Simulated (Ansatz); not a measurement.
**CH₅GaS₂: one species, many methods**

An exercise on one series of results from a longer session: the logs are not shown, and one member is left open.

The runs use Ansatz 0.2.0, Gaussian basis; functionals in def2-TZVPP, the program's frozen cores in correlated methods.

The runs, in order: PBE-D4, r2SCAN-D4, PBE0-D4, B3LYP-D4, ωB97X-V, ωB97M-V, B2PLYP; CCSD(T)/def2-TZVPP; MP2/def2-QZVPP; extrapolation to the limit.

**The geometry**

The geometry comes from an earlier relaxation with PBE0-D4 in a triple-zeta def2 set; it is a stationary point, not always the lowest conformer.

SMILES `[CH3][GaH][S]S`, 9 atoms, charge 0, spin multiplicity 1.

Atoms are counted from 1 here; the program's logs count them from 0.

Bond lengths: C1–Ga2 1.953 Å, C1–H5 1.092 Å, C1–H6 1.093 Å, C1–H7 1.090 Å, Ga2–S3 2.224 Å, Ga2–H8 1.567 Å, S3–S4 2.070 Å, S4–H9 1.345 Å. Angles: Ga2–C1–H5 110.0°, Ga2–C1–H6 109.7°, Ga2–C1–H7 110.9°, H5–C1–H6 107.6°, H5–C1–H7 109.4°, H6–C1–H7 109.2°, C1–Ga2–S3 120.5°, C1–Ga2–H8 128.3°, S3–Ga2–H8 111.2°, Ga2–S3–S4 103.6°, S3–S4–H9 97.9°.

The first run:

File in.yaml:

```yaml
crystal:
  periodic: [false, false, false]
  atoms:
    - {symbol: C, position_ang: [-0.612747, 1.161403, -0.453983]}
    - {symbol: Ga, position_ang: [-0.807682, -0.291384, 0.836139]}
    - {symbol: S, position_ang: [0.848189, -1.740139, 1.164025]}
    - {symbol: S, position_ang: [2.355990, -1.045622, -0.071922]}
    - {symbol: H, position_ang: [-0.824141, 2.119327, 0.026358]}
    - {symbol: H, position_ang: [-1.334224, 1.032878, -1.264782]}
    - {symbol: H, position_ang: [0.394087, 1.178814, -0.870014]}
    - {symbol: H, position_ang: [-2.038762, -0.622722, 1.746610]}
    - {symbol: H, position_ang: [2.107691, -1.839056, -1.129532]}
basis:
  gaussian: {orbitals: def2-TZVPP}
hamiltonian: {xc: pbe, dispersion: d4}
output: {forces: true, orbitals: {seedname: orbitals}}
```

The run is started by

```console
> ansatz run in.yaml --threads 4 --pin off --events-out ev --progress --plain --max-ram 10444MiB
```

Among the steps run: PBE-D4 (GGA); r2SCAN-D4 (meta-GGA); PBE0-D4 (hybrid); B3LYP-D4 (hybrid); ωB97X-V (range-separated); ωB97M-V (range-separated); B2PLYP (double hybrid); CCSD(T) in def2-TZVPP; MP2 in def2-QZVPP.

One of the session's tables, all rows but one given; the rest of the session is left out.

It belongs to the step «Atomisation energies». 

```
            method  atomisation energy (kJ/mol)
            PBE-D4                       2779.5
         r2SCAN-D4                       2760.4
           PBE0-D4                       2743.5
          B3LYP-D4                       2721.1
           ωB97X-V                       2758.0
           ωB97M-V                            ?
            B2PLYP                       2689.8
     HF/def2-TZVPP                       1952.7
    MP2/def2-TZVPP                       2698.8
   CCSD/def2-TZVPP                       2627.6
CCSD(T)/def2-TZVPP                       2673.9
           MP2/CBS                       2774.1
       CCSD(T)/CBS                       2749.2
```

Q: Estimate the row for ωB97M-V from the others.

**Answer.** atomisation energy (kJ/mol): 2751.2. In the column «atomisation energy (kJ/mol)» it lies between CCSD(T)/CBS (2749.2) and ωB97X-V (2758.0).

Caveats from the session: Free atoms (1 C, 1 Ga, 2 S, 5 H) were run apart at each level; the atomisation energy is their sum less the molecule, without zero-point or spin-orbit terms.
